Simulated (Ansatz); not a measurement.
# ScAl3: the cost of one run

Program: Ansatz 0.2.0. Level of theory: DFT PBEsol, scalar-relativistic, plane waves, PAW. These are calculated values, not measurements.

1 further run of the same task is left out (it didn't finish).

## Step 1: The starting structure

The structure is cubic, space group Pm-3m (No. 221). Conventional cell: a = 4.100 Å, b = 4.100 Å, c = 4.100 Å, α = 90.00°, β = 90.00°, γ = 90.00°. Around Al (site symmetry 4/mmm) lie 8 Al at 2.90 Å and 4 Sc at 2.90 Å. Sc (site symmetry m-3m) is surrounded by 12 Al at 2.90 Å.

Structure file:

```
CELL_PARAMETERS angstrom
4.10000 0.00000 0.00000
0.00000 4.10000 0.00000
0.00000 0.00000 4.10000
ATOMIC_POSITIONS crystal
Al 0.00000 0.50000 0.50000
Al 0.50000 0.00000 0.50000
Al 0.50000 0.50000 0.00000
Sc 0.00000 0.00000 0.00000
```

## Step 2: Relaxing cell and atoms: ScAl3, no spin

Input file input.yaml:

```yaml
crystal:
  lattice:
    - [4.1, 0.0, 0.0]
    - [0.0, 4.1, 0.0]
    - [0.0, 0.0, 4.1]
  atoms:
    - { symbol: Al, position: [0.0, 0.5, 0.5] }
    - { symbol: Al, position: [0.5, 0.0, 0.5] }
    - { symbol: Al, position: [0.5, 0.5, 0.0] }
    - { symbol: Sc, position: [0.0, 0.0, 0.0] }
scf:
  occupations: { method: gaussian, width: 0.1 }
output:
  forces: true
  stress: true
  eigenvalues: true
  write_density: true
  write_potential: true
  elf: true
  volumetric_format: npy
kpoints:
  mp_grid: { grid: [14, 14, 14] }
hamiltonian:
  xc: pbesol
relax:
  f_tol: 0.003
  max_steps: 60
  cell: { stress_tol: 0.02 }
```

On the command line:

```console
$ ansatz run input.yaml --threads 8 --pin off --max-ram 16384MiB --backend cpu --events-out ev --progress --plain --runs-dir out
```

What time and memory should one allow on 8 threads of Intel Xeon Platinum 8259CL at 2.50GHz (Skylake/Cascade Lake), shared host?

About 7.7 s, with a peak of 0.57 GiB.
